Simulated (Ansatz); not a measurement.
The system is Ta3AsAu2O13.

```
CELL_PARAMETERS angstrom
5.45204 0.00000 0.00000
-2.72602 4.72161 0.00000
0.00000 0.00000 9.57902
ATOMIC_POSITIONS crystal
Ta 0.00000 0.00000 0.19408
Ta 0.00000 0.00000 0.80592
Ta 0.66667 0.33333 0.00000
As 0.00000 0.00000 0.50000
Au 0.33333 0.66667 0.27428
Au 0.33333 0.66667 0.72572
O 0.00000 0.00000 0.00000
O 0.23947 0.97129 0.36402
O 0.02871 0.26818 0.36402
O 0.73182 0.76053 0.36402
O 0.23947 0.97129 0.63598
O 0.02871 0.26818 0.63598
O 0.73182 0.76053 0.63598
O 0.38452 0.33425 0.85844
O 0.66575 0.05026 0.85844
O 0.94974 0.61548 0.85844
O 0.38452 0.33425 0.14156
O 0.66575 0.05026 0.14156
O 0.94974 0.61548 0.14156
```

The cell was built by a generator and needn't be a form met in nature.

Base run:

```yaml
Program: Ansatz 0.2.0
Functional: PBE
Potentials_or_basis: Ansatz PAW
Cutoff: "420 eV (not typed: the program's choice for these potentials)"
k_mesh: 6 × 6 × 3
Occupations: fermi-dirac, width 0.05 eV
Spin: no spin polarisation
```

Its results: band gap on the k mesh none (metal or under the smearing width); pressure -0.2 GPa; largest force 0.201 eV/Å.

Task: The run is repeated on the same cell with these changes: potentials or basis from Ansatz PAW to PseudoDojo standard (PBE files); cutoff from 420 eV (not typed: the program's choice for these potentials) to 1143 eV. What comes out?

Result: Band gap on the k mesh none (metal or under the smearing width); pressure -0.8 GPa; largest force 0.193 eV/Å.
